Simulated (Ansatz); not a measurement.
# CH4BF2N: molecular dynamics

Aim: follow the molecule's vibrations and see whether its bonds hold. The start is relaxed first. Runs: 258 steps of 1 fs at constant energy, with velocities drawn for 300 K. SMILES of the start: CNB(F)F.

Program: Ansatz 0.2.0. Level of theory: RKS B3LYP-D4/6-31G*. These are calculated values, not measurements.

## (1) The system as given

Bond lengths: C1–N2 1.402 Å, N2–B3 1.515 Å, B3–F4 1.510 Å, B3–F5 1.442 Å, C1–H6 1.180 Å, C1–H7 1.103 Å, C1–H8 1.087 Å, N2–H9 1.093 Å. Angles: C1–N2–B3 109.1°, C1–N2–H9 109.3°, B3–N2–H9 107.5°, N2–C1–H6 112.1°, N2–C1–H7 113.7°, N2–C1–H8 111.4°, H6–C1–H7 106.6°, H6–C1–H8 103.6°, H7–C1–H8 108.8°, N2–B3–F4 121.3°, N2–B3–F5 122.0°, F4–B3–F5 116.2°.

Structure file:

```xyz
9

C    -1.0715   -0.1640   -0.0397
N     0.1433   -0.4871    0.5801
B     1.2849    0.0533   -0.2567
F     2.3762   -0.8525   -0.7750
F     1.4861    1.4678   -0.4530
H    -1.2351    1.0025   -0.1169
H    -1.1674   -0.5649   -1.0632
H    -1.9201   -0.5019    0.5498
H     0.1921    0.0005    1.5575
```

## (2) Relaxing the start

input.yaml

```yaml
crystal:
  periodic: [false, false, false]
  atoms:
    - { symbol: C, position_ang: [-1.0715, -0.164, -0.0397] }
    - { symbol: "N", position_ang: [0.1433, -0.4871, 0.5801] }
    - { symbol: B, position_ang: [1.2849, 0.0533, -0.2567] }
    - { symbol: F, position_ang: [2.3762, -0.8525, -0.775] }
    - { symbol: F, position_ang: [1.4861, 1.4678, -0.453] }
    - { symbol: H, position_ang: [-1.2351, 1.0025, -0.1169] }
    - { symbol: H, position_ang: [-1.1674, -0.5649, -1.0632] }
    - { symbol: H, position_ang: [-1.9201, -0.5019, 0.5498] }
    - { symbol: H, position_ang: [0.1921, 0.0005, 1.5575] }
basis:
  gaussian: { orbitals: "6-31G*" }
hamiltonian:
  xc: b3lyp
  dispersion: d4
relax:
  f_tol: 0.02
  max_steps: 40
scf:
  lower_state_search: "off"
```

The run is started by

```
> ansatz run input.yaml --threads 1 --pin off --max-ram 2048MiB --backend cpu --events-out ev --progress --plain --runs-dir out
```

Output, cut to the lines that bear on the results:

```text
Warning: RAYON_NUM_THREADS=1 ignored (pool sized by the plan → 1); use --threads N
[...]
Functional definition: B3LYP
[...]
899 factors; integrals over basis functions are off by at most 5.3e-4 eV
[...]
mean field -8704.48328829 eV, -319.8838607340 hartree, gradient 4.5e-6 eV, S^2 0.000000; 0 other end points of the search recorded, 0 dependent functions left out
[...]
reference -8704.48345620 eV, -319.8838669046 hartree; 20, 20 occupied and 63, 63 virtual orbitals, 899 factors
relax step   1: F+E_penalty+E_count = -8704.69398510 eV  Δ(F+E_penalty+E_count) = +0.000e0 eV  max|allowed force component| = 4.025e0 eV/Å  Δτ_max = 0.0000 Å  (14 SCF iters, accepted)
[...]
relax step   4: F+E_penalty+E_count = -8705.93083159 eV  Δ(F+E_penalty+E_count) = -2.635e-1 eV  max|allowed force component| = 1.208e0 eV/Å  Δτ_max = 0.2000 Å  (25 SCF iters, accepted)
[...]
relax step   7: F+E_penalty+E_count = -8706.29181989 eV  Δ(F+E_penalty+E_count) = -1.345e-1 eV  max|allowed force component| = 1.153e0 eV/Å  Δτ_max = 0.1953 Å  (19 SCF iters, accepted)
[...]
relax step  10: F+E_penalty+E_count = -8706.75296611 eV  Δ(F+E_penalty+E_count) = -1.176e-1 eV  max|allowed force component| = 6.093e-1 eV/Å  Δτ_max = 0.2000 Å  (18 SCF iters, accepted)
[...]
relax step  13: F+E_penalty+E_count = -8706.82509518 eV  Δ(F+E_penalty+E_count) = -3.750e-4 eV  max|allowed force component| = 3.012e-2 eV/Å  Δτ_max = 0.0238 Å  (19 SCF iters, accepted)
[...]
relax step  14: F+E_penalty+E_count = -8706.82518351 eV  Δ(F+E_penalty+E_count) = -8.833e-5 eV  max|allowed force component| = 1.357e-2 eV/Å  Δτ_max = 0.0129 Å  (19 SCF iters, accepted)
Total energy: -8706.82535230 eV, -319.9699299989 hartree
Atom 0 at    -1.129460    -0.228434    -0.073489 Å, force    -0.003042    -0.002062     0.003016 eV/Å
Atom 1 at     0.131507     0.272614     0.449345 Å, force     0.002080    -0.004496    -0.011135 eV/Å
Atom 2 at     1.383233     0.127431    -0.154485 Å, force     0.013565     0.006090     0.008044 eV/Å
Atom 3 at     1.524404    -0.515570    -1.318989 Å, force    -0.003458    -0.002524    -0.000530 eV/Å
Atom 4 at     2.483351     0.629363     0.417174 Å, force    -0.012705    -0.000994    -0.001009 eV/Å
Atom 5 at    -1.839351     0.585129    -0.271239 Å, force     0.005021    -0.001677     0.002094 eV/Å
Atom 6 at    -0.939331    -0.749952    -1.013831 Å, force    -0.003019     0.003955     0.004370 eV/Å
Atom 7 at    -1.602769    -0.935604     0.619810 Å, force     0.003047     0.003192    -0.003166 eV/Å
Atom 8 at     0.076916     0.768725     1.328603 Å, force    -0.001489    -0.001485    -0.001683 eV/Å
Dipole moment:    -0.489138     0.053511     0.229910 e Å
Checks for a lower state left out: stability, starts, cluster_reference, orbital_swaps, neighbouring_geometries, increment
```

Run time: 2 min. Hardware: 1 thread of AMD EPYC (Zen 3), shared host; peak memory 0.15 GiB.

Step by step:

| step | energy from step 1 (eV) | largest force component (eV/Å) |
| --- | --- | --- |
| 1 | 0.0000 | 4.0248 |
| 2 | -0.6994 | 4.1248 |
| 3 | -0.9733 | 2.8914 |
| 4 | -1.2368 | 1.2076 |
| 5 | -1.3566 | 0.5341 |
| 6 | -1.4634 | 0.8587 |
| 7 | -1.5978 | 1.1529 |
| 8 | -1.7763 | 0.9595 |
| 9 | -1.9414 | 0.8200 |
| 10 | -2.0590 | 0.6093 |
| 11 | -2.1250 | 0.1398 |
| 12 | -2.1307 | 0.0259 |
| 13 | -2.1311 | 0.0301 |
| 14 | -2.1312 | 0.0136 |

Step 1 is the start.

After: Bond lengths: C1–N2 1.454 Å, N2–B3 1.397 Å, B3–F4 1.338 Å, B3–F5 1.338 Å, C1–H6 1.098 Å, C1–H7 1.092 Å, C1–H8 1.098 Å, N2–H9 1.011 Å. Angles: C1–N2–B3 125.8°, C1–N2–H9 115.8°, B3–N2–H9 118.4°, N2–C1–H6 111.7°, N2–C1–H7 108.9°, N2–C1–H8 111.6°, H6–C1–H7 108.1°, H6–C1–H8 108.2°, H7–C1–H8 108.1°, N2–B3–F4 121.4°, N2–B3–F5 120.9°, F4–B3–F5 117.8°.

## (3) The run

258 steps of 1 fs at constant energy, with velocities drawn for 300 K, from the relaxed start.

input.yaml

```yaml
crystal:
  periodic: [false, false, false]
  atoms:
    - { symbol: C, position_ang: [-1.12946, -0.228434, -0.073489] }
    - { symbol: "N", position_ang: [0.131507, 0.272614, 0.449345] }
    - { symbol: B, position_ang: [1.383233, 0.127431, -0.154485] }
    - { symbol: F, position_ang: [1.524404, -0.51557, -1.318989] }
    - { symbol: F, position_ang: [2.483351, 0.629363, 0.417174] }
    - { symbol: H, position_ang: [-1.839351, 0.585129, -0.271239] }
    - { symbol: H, position_ang: [-0.939331, -0.749952, -1.013831] }
    - { symbol: H, position_ang: [-1.602769, -0.935604, 0.61981] }
    - { symbol: H, position_ang: [0.076916, 0.768725, 1.328603] }
basis:
  gaussian: { orbitals: "6-31G*" }
hamiltonian:
  xc: b3lyp
  dispersion: d4
md:
  timestep: 1.0
  n_steps: 258
  ensemble: nve
  temperature: 300.0
  initial_velocities: maxwell_boltzmann
  seed: 974314
scf:
  lower_state_search: "off"
```

The run is started by

```
> ansatz run input.yaml --threads 1 --pin off --max-ram 2048MiB --backend cpu --events-out ev --progress --plain --runs-dir out
```

Output, cut to the lines that bear on the results:

```text
Warning: RAYON_NUM_THREADS=1 ignored (pool sized by the plan → 1); use --threads N
[...]
[... 1 set-up line as earlier in the session ...]
[...]
895 factors; integrals over basis functions are off by at most 3.4e-4 eV
[...]
mean field -8706.61394197 eV, -319.9621608126 hartree, gradient 2.3e-6 eV, S^2 0.000000; 0 other end points of the search recorded, 0 dependent functions left out
[...]
reference -8706.61411097 eV, -319.9621670232 hartree; 20, 20 occupied and 63, 63 virtual orbitals, 895 factors
md step     0: t =     0.00 fs  T =   300.0 K  F+E_penalty+E_count = -8706.82519210 eV  E_kin = 0.271446 eV  conserved = -8706.55374610 eV  (14 SCF iters)
[...]
md step    17: t =    17.00 fs  T =   132.9 K  F+E_penalty+E_count = -8706.66766446 eV  E_kin = 0.120257 eV  conserved = -8706.54740761 eV  (19 SCF iters, 3 dispersion substeps)
[...]
md step    34: t =    34.00 fs  T =   103.5 K  F+E_penalty+E_count = -8706.63813713 eV  E_kin = 0.093655 eV  conserved = -8706.54448207 eV  (19 SCF iters, 3 dispersion substeps)
[...]
md step    51: t =    51.00 fs  T =    88.0 K  F+E_penalty+E_count = -8706.62535594 eV  E_kin = 0.079632 eV  conserved = -8706.54572359 eV  (20 SCF iters, 3 dispersion substeps)
[...]
md step    68: t =    68.00 fs  T =   146.3 K  F+E_penalty+E_count = -8706.68027080 eV  E_kin = 0.132354 eV  conserved = -8706.54791725 eV  (20 SCF iters, 3 dispersion substeps)
md step    69: t =    69.00 fs  T =   157.6 K  F+E_penalty+E_count = -8706.69226667 eV  E_kin = 0.142633 eV  conserved = -8706.54963363 eV  (20 SCF iters, 3 dispersion substeps)
md step    70: t =    70.00 fs  T =   141.8 K  F+E_penalty+E_count = -8706.67520321 eV  E_kin = 0.128340 eV  conserved = -8706.54686367 eV  (20 SCF iters, 3 dispersion substeps)
```

## (4) More of the same log: dynamics from the start

Output, continued, cut to the lines that bear on the results:

```text
md step    71: t =    71.00 fs  T =   132.2 K  F+E_penalty+E_count = -8706.66506624 eV  E_kin = 0.119661 eV  conserved = -8706.54540559 eV  (20 SCF iters, 3 dispersion substeps)
[...]
md step    94: t =    94.00 fs  T =   116.2 K  F+E_penalty+E_count = -8706.65314673 eV  E_kin = 0.105182 eV  conserved = -8706.54796521 eV  (19 SCF iters, 3 dispersion substeps)
[...]
md step   117: t =   117.00 fs  T =   124.7 K  F+E_penalty+E_count = -8706.65755954 eV  E_kin = 0.112840 eV  conserved = -8706.54471988 eV  (19 SCF iters, 3 dispersion substeps)
[...]
md step   140: t =   140.00 fs  T =   157.9 K  F+E_penalty+E_count = -8706.68941361 eV  E_kin = 0.142888 eV  conserved = -8706.54652539 eV  (19 SCF iters, 3 dispersion substeps)
[...]
md step   161: t =   161.00 fs  T =   149.0 K  F+E_penalty+E_count = -8706.68033195 eV  E_kin = 0.134790 eV  conserved = -8706.54554150 eV  (20 SCF iters, 3 dispersion substeps)
md step   162: t =   162.00 fs  T =   194.6 K  F+E_penalty+E_count = -8706.72497361 eV  E_kin = 0.176111 eV  conserved = -8706.54886276 eV  (19 SCF iters, 3 dispersion substeps)
```

## (5) The output, continued: dynamics from the start

The log, continued, cut to the lines that bear on the results:

```text
md step   163: t =   163.00 fs  T =   208.2 K  F+E_penalty+E_count = -8706.73969971 eV  E_kin = 0.188417 eV  conserved = -8706.55128249 eV  (20 SCF iters, 3 dispersion substeps)
[...]
md step   182: t =   182.00 fs  T =   107.8 K  F+E_penalty+E_count = -8706.64304214 eV  E_kin = 0.097551 eV  conserved = -8706.54549127 eV  (21 SCF iters, 3 dispersion substeps)
[...]
md step   201: t =   201.00 fs  T =   148.1 K  F+E_penalty+E_count = -8706.67972025 eV  E_kin = 0.133976 eV  conserved = -8706.54574396 eV  (20 SCF iters, 3 dispersion substeps)
[...]
md step   220: t =   220.00 fs  T =   164.2 K  F+E_penalty+E_count = -8706.69801070 eV  E_kin = 0.148543 eV  conserved = -8706.54946762 eV  (19 SCF iters, 3 dispersion substeps)
[...]
Atom 0 at    -1.109227    -0.256533    -0.106918 Å, force    -0.798276     0.942966     2.081507 eV/Å
Atom 1 at     0.135414     0.287704     0.435448 Å, force     0.421088     0.173732     0.029410 eV/Å
Atom 2 at     1.390786     0.141870    -0.155332 Å, force     0.135947     0.140973     0.450493 eV/Å
Atom 3 at     1.473901    -0.514202    -1.308843 Å, force     0.496986    -0.118983    -0.380369 eV/Å
Atom 4 at     2.509076     0.627288     0.435760 Å, force    -0.580529    -0.273858    -0.463422 eV/Å
Atom 5 at    -1.853547     0.559121    -0.275546 Å, force     0.499392    -0.417317    -0.424276 eV/Å
Atom 6 at    -0.887211    -0.819482    -0.992325 Å, force    -0.080078    -0.261071    -0.496511 eV/Å
Atom 7 at    -1.602642    -0.885374     0.677434 Å, force     0.377640    -0.038832    -0.692767 eV/Å
Atom 8 at     0.129496     0.797624     1.312781 Å, force    -0.472170    -0.147610    -0.104065 eV/Å
Dipole moment:    -0.473575     0.050518     0.216611 e Å
Checks for a lower state left out: stability, starts, cluster_reference, orbital_swaps, neighbouring_geometries, increment
```

Run time: 29 min. Hardware: 1 thread of AMD EPYC (Zen 3), shared host; peak memory 0.15 GiB.

## (6) Frames and traces

One step in 10; energies are changes from step 0:

| time (fs) | T (K) | potential energy change (meV/atom) | total energy change (meV/atom) |
| --- | --- | --- | --- |
| 0.0 | 300 | 0.0 | 0.00 |
| 10.0 | 201 | 10.2 | 0.32 |
| 20.0 | 116 | 19.3 | 0.73 |
| 30.0 | 133 | 17.8 | 0.97 |
| 40.0 | 107 | 20.5 | 1.03 |
| 50.0 | 77 | 23.5 | 1.02 |
| 60.0 | 140 | 17.0 | 0.92 |
| 70.0 | 142 | 16.7 | 0.76 |
| 80.0 | 104 | 20.4 | 0.72 |
| 90.0 | 157 | 15.1 | 0.65 |
| 100.0 | 227 | 7.7 | 0.43 |
| 110.0 | 183 | 12.2 | 0.43 |
| 120.0 | 177 | 12.8 | 0.50 |
| 130.0 | 194 | 11.2 | 0.59 |
| 140.0 | 158 | 15.1 | 0.80 |
| 150.0 | 120 | 19.1 | 0.97 |
| 160.0 | 122 | 18.9 | 1.05 |
| 170.0 | 91 | 22.1 | 1.08 |
| 180.0 | 68 | 24.4 | 1.02 |
| 190.0 | 131 | 17.8 | 0.74 |
| 200.0 | 203 | 10.2 | 0.46 |
| 210.0 | 167 | 13.8 | 0.43 |
| 220.0 | 164 | 14.1 | 0.48 |
| 230.0 | 201 | 10.5 | 0.51 |
| 240.0 | 195 | 11.2 | 0.66 |
| 250.0 | 141 | 17.0 | 0.97 |
| 258.0 | 184 | 12.0 | 0.43 |

time (fs), T (K) and a bar:
```
      0.0        300 ##############################
     11.0        229 #####################
     22.0        176 ##############
     34.0        104 ####
     45.0        128 ########
     56.0        150 ##########
     67.0        126 #######
     79.0        121 #######
     90.0        157 ###########
    101.0        180 ##############
    112.0        142 #########
    123.0        109 #####
    135.0        126 #######
    146.0        171 #############
    157.0        192 ################
    168.0        137 #########
    179.0        106 #####
    191.0         70 
    202.0        110 #####
    213.0        137 #########
    224.0        110 #####
    236.0        152 ###########
    247.0        177 ##############
    258.0        184 ###############
```

Maxima of the velocity power spectrum (cm⁻¹, relative height; resolution about 260 cm⁻¹): 160 (15), 550 (27), 1160 (82), 1520 (56), 3140 (100).

## (7) Positions and forces

Positions (Å) and forces (eV/Å):

```xyz
9
time_fs=32.0 T=207 dE=0.0865
C    -1.143   -0.213   -0.052   -0.249   -0.717   -0.120
N     0.128    0.264    0.449    0.463    0.192   -0.400
B     1.368    0.112   -0.169    1.079    0.316   -0.072
F     1.549   -0.508   -1.353   -0.215    0.221    0.565
F     2.476    0.631    0.438   -0.764   -0.446   -0.468
H    -1.829    0.574   -0.449    0.511   -0.337    0.245
H    -0.958   -0.977   -0.845   -0.110    0.683    0.365
H    -1.635   -0.750    0.768   -0.372    0.081   -0.128
H     0.156    0.754    1.332   -0.343    0.006    0.014
9
time_fs=64.0 T=157 dE=0.1352
C    -1.151   -0.214   -0.059   -0.337   -1.333   -0.861
N     0.119    0.241    0.454    0.495    1.001    0.009
B     1.388    0.134   -0.162   -0.226   -0.048    0.104
F     1.539   -0.496   -1.337   -0.086    0.085    0.238
F     2.496    0.621    0.423   -0.387   -0.062   -0.102
H    -1.863    0.539   -0.511    1.005   -0.334    0.286
H    -0.921   -1.026   -0.820   -0.548    0.991    0.701
H    -1.685   -0.686    0.775   -0.207   -0.108   -0.187
H     0.026    0.824    1.284    0.291   -0.192   -0.188
9
time_fs=97.0 T=157 dE=0.1369
C    -1.090   -0.212   -0.083   -0.372   -1.853   -1.839
N     0.136    0.268    0.470    0.389    0.126   -0.459
B     1.385    0.132   -0.144   -0.566   -0.330   -0.526
F     1.500   -0.511   -1.324    0.048    0.242    0.380
F     2.473    0.626    0.412    0.701    0.222    0.283
H    -1.784    0.554   -0.495    0.405   -0.154    0.343
H    -0.834   -0.937   -0.949   -0.465    1.227    1.217
H    -1.609   -0.833    0.652   -0.328    0.108    0.046
H     0.042    0.696    1.365    0.188    0.413    0.556
9
time_fs=129.0 T=148 dE=0.1465
C    -1.121   -0.230   -0.101   -0.582    0.046   -1.254
N     0.122    0.251    0.452    0.461    0.643    0.851
B     1.374    0.122   -0.135    0.991    0.413    0.186
F     1.499   -0.510   -1.294    0.158   -0.313   -0.470
F     2.516    0.639    0.402   -0.992   -0.313   -0.162
H    -1.844    0.618   -0.208    0.431   -0.523   -0.293
H    -0.934   -0.728   -1.134   -0.360    0.852    1.821
H    -1.608   -0.932    0.583    0.042   -0.343   -0.138
H     0.067    0.809    1.314   -0.149   -0.462   -0.541
9
time_fs=161.0 T=149 dE=0.1449
C    -1.119   -0.220   -0.056   -0.801    0.501   -1.899
N     0.135    0.288    0.453   -0.103   -0.849   -0.731
B     1.363    0.129   -0.167    1.082   -0.238   -0.202
F     1.548   -0.542   -1.322   -0.328    0.339    0.410
F     2.462    0.635    0.416   -0.089   -0.023   -0.124
H    -1.832    0.636   -0.066   -0.066   -0.722    0.147
H    -1.036   -0.527   -1.167    0.219    0.379    1.738
H    -1.542   -1.083    0.484    0.166    0.274    0.090
H     0.111    0.708    1.357   -0.079    0.338    0.571
9
time_fs=194.0 T=136 dE=0.1528
C    -1.169   -0.237   -0.041   -0.096    0.717   -0.543
N     0.127    0.295    0.410   -0.029   -0.502    0.419
B     1.422    0.119   -0.161   -1.830   -0.177   -0.057
F     1.549   -0.536   -1.328    0.158    0.149    0.321
F     2.480    0.636    0.431    0.621    0.158    0.128
H    -1.891    0.601    0.076    0.062   -0.481   -0.338
H    -1.085   -0.491   -1.120   -0.208   -0.024    0.668
H    -1.605   -1.092    0.534    0.730    0.303   -0.255
H     0.003    0.785    1.298    0.594   -0.142   -0.344
9
time_fs=226.0 T=207 dE=0.0881
C    -1.124   -0.248   -0.063   -0.502    0.554   -0.139
N     0.127    0.325    0.454   -0.524   -0.929   -0.795
B     1.361    0.132   -0.159    0.890   -0.068   -0.157
F     1.545   -0.525   -1.321   -0.440    0.184    0.360
F     2.476    0.611    0.413   -0.046    0.079    0.047
H    -1.863    0.577   -0.171    0.004   -0.582    0.392
H    -1.009   -0.617   -1.092    0.443   -0.026    0.307
H    -1.530   -1.094    0.546    0.235    0.697   -0.189
H     0.081    0.789    1.344   -0.061    0.091    0.173
9
time_fs=258.0 T=184 dE=0.1084
C    -1.109   -0.257   -0.107   -0.798    0.943    2.082
N     0.135    0.288    0.435    0.421    0.174    0.029
B     1.391    0.142   -0.155    0.136    0.141    0.451
F     1.474   -0.514   -1.309    0.497   -0.119   -0.380
F     2.509    0.627    0.436   -0.581   -0.274   -0.463
H    -1.853    0.559   -0.276    0.499   -0.417   -0.424
H    -0.887   -0.820   -0.992   -0.080   -0.261   -0.496
H    -1.603   -0.885    0.677    0.378   -0.039   -0.693
H     0.130    0.798    1.313   -0.472   -0.148   -0.104
```

## (8) Results

```
                          quantity                         value
           relaxation of the start      13 moves, 2.131 eV lower
                            length             258 steps of 1 fs
  temperature, first and last step                 300 and 184 K
          temperature, second half  mean 151 K, from 53 to 228 K
     potential energy, second half   +16 meV/atom from the start
largest change of the total energy                 1.28 meV/atom
            bonds formed or broken                             0
```

In words: The temperature starts at 300 K and averages 151 K in the second half, where it ranges from 53 to 228 K; a mean near half the start is what vibrations about a minimum give, since they share energy equally between motion and strain. The total energy strays from its start by at most 1.28 meV/atom, 8.4 % of the mean kinetic energy, which is poor: the step of 1 fs is too long for the fastest motion. The bonds all hold. Averages from a run of 258 fs with 9 atoms are rough. The nuclei move classically, without zero-point motion, which matters most for hydrogen.
